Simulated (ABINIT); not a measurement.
# CoH3 (Pm-3m) in ABINIT: equation of state

How stiff is CoH3 in PBE, and what volume does it want? The cell is scaled to several volumes.

Everything below comes from runs of ABINIT 10.8.3 (patched build). Logs are shortened: lines on timing, memory, paths and dates and some standing lists are left out, and cuts for length are marked. The log counts tension as positive stress, the text compression.

### 1 Starting point

The structure is cubic, space group Pm-3m (No. 221). The conventional cell has a = 2.611 Å, b = 2.611 Å, c = 2.611 Å, α = 90.00°, β = 90.00°, γ = 90.00°. Co (site symmetry m-3m) has 12 H at 1.85 Å as nearest neighbours. H (site symmetry 4/mmm) has 4 Co at 1.85 Å and 8 H at 1.85 Å as nearest neighbours.

The cell comes from a database or a generator and needn't be the stable form of this composition.

### 2 Equation of state, PBE, collinear spin, ferromagnetic start

run.abi reads:

```
# Datasets: one volume each
ndtset 7
getwfk -1
scalecart1 3*0.9795861087
scalecart2 3*0.9864848297
scalecart3 3*0.9932883884
scalecart4 3*1.0000000000
scalecart5 3*1.0066227096
scalecart6 3*1.0131594038
scalecart7 3*1.0196128224

# Pseudopotentials
pp_dirpath "./"
pseudos "Co.GGA_PBE-JTH.xml, H.GGA_PBE-JTH.xml"

# Structure
acell 2.611335 2.611335 2.611335 Angstrom
rprim
     1.0000000000     0.0000000000     0.0000000000
     0.0000000000     1.0000000000     0.0000000000
     0.0000000000     0.0000000000     1.0000000000
ntypat 2
znucl 27 1
natom 4
typat 1 2 2 2
xred
     0.0000000000     0.0000000000     0.0000000000
     0.5000000000     0.5000000000     0.0000000000
     0.5000000000     0.0000000000     0.5000000000
     0.0000000000     0.5000000000     0.5000000000

# Plane-wave basis
ecut 26.0
pawecutdg 48.0
pawxcdev 0

# k points
kptopt 1
ngkpt 10 10 10
nshiftk 1
shiftk 0.0 0.0 0.0

# Exchange and correlation
ixc 11

# Bands and occupations
nband 15
occopt 3
tsmear 0.05 eV

# Spin
nsppol 2
spinat
     0.0000000000     0.0000000000     2.0000000000
     0.0000000000     0.0000000000     0.0000000000
     0.0000000000     0.0000000000     0.0000000000
     0.0000000000     0.0000000000     0.0000000000

# SCF cycle
nstep 100
tolvrs 1.0e-9

# Output
iomode 3
prtwf 1
prtden 0
prteig 0
prtebands 0
enunit 2
```

Potentials or basis: JTH PAW PBE v2.0.

Run with:

```bash
> abinit run.abi > log 2>&1
```

run.abo:

```text
.Version 10.8.3 of ABINIT
 DATASET    1 : space group Pm -3 m (#221); Bravais cP (primitive cubic)
================================================================================
 Values of the parameters that define the memory need for DATASET  1.
     intxc =       0    ionmov =       0      iscf =      17    lmnmax =      18
     lnmax =       6     mgfft =      24  mpssoang =       3    mqgrid =    3001
     natom =       4  nloc_mem =       2    nspden =       2   nspinor =       1
    nsppol =       2      nsym =      48    n1xccc =       1    ntypat =       2
    occopt =       3   xclevel =       2
       mpw =         731          nfft =       13824          nkpt =          56
 PAW method is used; the additional fine FFT grid is defined by:
   mgfftf=        32    nfftf =     32768
================================================================================
================================================================================
[... 71 lines left out ...]
 DATASET    7 : space group Pm -3 m (#221); Bravais cP (primitive cubic)
================================================================================
 Values of the parameters that define the memory need for DATASET  7.
     intxc =       0    ionmov =       0      iscf =      17    lmnmax =      18
     lnmax =       6     mgfft =      24  mpssoang =       3    mqgrid =    3001
     natom =       4  nloc_mem =       2    nspden =       2   nspinor =       1
    nsppol =       2      nsym =      48    n1xccc =       1    ntypat =       2
    occopt =       3   xclevel =       2
       mpw =         816          nfft =       13824          nkpt =          56
 PAW method is used; the additional fine FFT grid is defined by:
   mgfftf=        32    nfftf =     32768
================================================================================
================================================================================

--------------------------------------------------------------------------------
------------- Echo of variables that govern the present computation ------------
--------------------------------------------------------------------------------
 -outvars: echo values of preprocessed input variables --------
            acell      4.9347079730E+00  4.9347079730E+00  4.9347079730E+00 Bohr
              amu      5.89332000E+01  1.00794000E+00
             ecut      2.60000000E+01 Hartree
           enunit           2
           getwfk          -1
                       outvar_i_n : Printing only first  50 k-points.
              ixc          11
           jdtset        1    2    3    4    5    6    7
                       outvar_i_n : Printing only first  50 k-points.
         kptrlatt       10    0    0      0   10    0      0    0   10
          kptrlen1     4.83397138E+01
          kptrlen2     4.86801455E+01
          kptrlen3     4.90158813E+01
          kptrlen4     4.93470797E+01
          kptrlen5     4.96738911E+01
          kptrlen6     4.99964579E+01
          kptrlen7     5.03149152E+01
            natom           4
            nband          15
[... 309 lines left out ...]
- pspini: atom type   1  psp file is ./Co.GGA_PBE-JTH.xml
 Pseudopotential format is: paw10
 basis_size (lnmax)=  6 (lmn_size= 18), orbitals=   0   0   1   1   2   2
 Spheres core radius: rc_sph= 2.10903434
 Shapefunction is SIN type: shapef(r)=[sin(pi*r/rshp)/(pi*r/rshp)]**2
 Radius for shape functions =  1.60384542
 Compensation charge density is not taken into account in XC energy/potential

- pspini: atom type   2  psp file is ./H.GGA_PBE-JTH.xml
 Pseudopotential format is: paw10
 basis_size (lnmax)=  3 (lmn_size=  5), orbitals=   0   0   1
 Spheres core radius: rc_sph= 0.99495033
 Shapefunction is SIN type: shapef(r)=[sin(pi*r/rshp)/(pi*r/rshp)]**2
 Radius for shape functions =  0.79672474
 Compensation charge density is not taken into account in XC energy/potential

   3.20353724E+02                                ecore*ucvol(ha*bohr**3)
--------------------------------------------------------------------------------

================================================================================

--- !BeginCycle
iteration_state: {dtset: 1, }
solver: {iscf: 17, nstep: 100, nline: 4, wfoptalg: 10, }
tolerances: {tolvrs: 1.00E-09, }
...
[... 1586 lines left out ...]
-Cartesian components of stress tensor (GPa)         [Pressure= -1.0359E+01 GPa]
- sigma(1 1)=  1.03592039E+01  sigma(3 2)=  0.00000000E+00
- sigma(2 2)=  1.03592039E+01  sigma(3 1)=  0.00000000E+00
- sigma(3 3)=  1.03592039E+01  sigma(2 1)=  0.00000000E+00

== END DATASET(S) ==============================================================
================================================================================

 -outvars: echo values of variables after computation  --------
            acell      4.9347079730E+00  4.9347079730E+00  4.9347079730E+00 Bohr
           etotal1    -1.4811880013E+02
           etotal2    -1.4811983694E+02
           etotal3    -1.4812045243E+02
           etotal4    -1.4812068461E+02
           etotal5    -1.4812057156E+02
           etotal6    -1.4812014687E+02
           etotal7    -1.4811943909E+02
            fcart1    -0.0000000000E+00 -0.0000000000E+00 -0.0000000000E+00
                      -0.0000000000E+00 -0.0000000000E+00 -0.0000000000E+00
                      -0.0000000000E+00 -0.0000000000E+00 -0.0000000000E+00
                      -0.0000000000E+00 -0.0000000000E+00 -0.0000000000E+00
            fcart2    -0.0000000000E+00 -0.0000000000E+00 -0.0000000000E+00
                      -0.0000000000E+00 -0.0000000000E+00 -0.0000000000E+00
                      -0.0000000000E+00 -0.0000000000E+00 -0.0000000000E+00
                      -0.0000000000E+00 -0.0000000000E+00 -0.0000000000E+00
            fcart3    -0.0000000000E+00 -0.0000000000E+00 -0.0000000000E+00
                      -0.0000000000E+00 -0.0000000000E+00 -0.0000000000E+00
[... 66 lines left out ...]
                       1.3056675000E+00  1.3056675000E+00  0.0000000000E+00
                       1.3056675000E+00  0.0000000000E+00  1.3056675000E+00
                       0.0000000000E+00  1.3056675000E+00  1.3056675000E+00
           xangst5     0.0000000000E+00  0.0000000000E+00  0.0000000000E+00
                       1.3143145567E+00  1.3143145567E+00  0.0000000000E+00
                       1.3143145567E+00  0.0000000000E+00  1.3143145567E+00
                       0.0000000000E+00  1.3143145567E+00  1.3143145567E+00
           xangst6     0.0000000000E+00  0.0000000000E+00  0.0000000000E+00
                       1.3228493059E+00  1.3228493059E+00  0.0000000000E+00
                       1.3228493059E+00  0.0000000000E+00  1.3228493059E+00
                       0.0000000000E+00  1.3228493059E+00  1.3228493059E+00
           xangst7     0.0000000000E+00  0.0000000000E+00  0.0000000000E+00
                       1.3312753248E+00  1.3312753248E+00  0.0000000000E+00
                       1.3312753248E+00  0.0000000000E+00  1.3312753248E+00
                       0.0000000000E+00  1.3312753248E+00  1.3312753248E+00
             xred      0.0000000000E+00  0.0000000000E+00  0.0000000000E+00
                       5.0000000000E-01  5.0000000000E-01  0.0000000000E+00
                       5.0000000000E-01  0.0000000000E+00  5.0000000000E-01
                       0.0000000000E+00  5.0000000000E-01  5.0000000000E-01
 Calculation completed.
```

Wall time 5.3 min (1 thread of Arm Neoverse V1, shared host); peak memory 0.18 GiB.

What came out:

- Equilibrium volume: 4.47 Å³/atom
- Bulk modulus: 209 GPa
- Pressure derivative of the bulk modulus: 4.0

Energy against volume, from the lowest point:
```csv
volume (Å³/atom),energy (meV/atom)
4.185,12.82
4.274,5.77
4.363,1.58
4.452,0.00
4.541,0.77
4.630,3.66
4.719,8.47
```

Caveat: pressures at fixed basis lie under the slope of the energies.
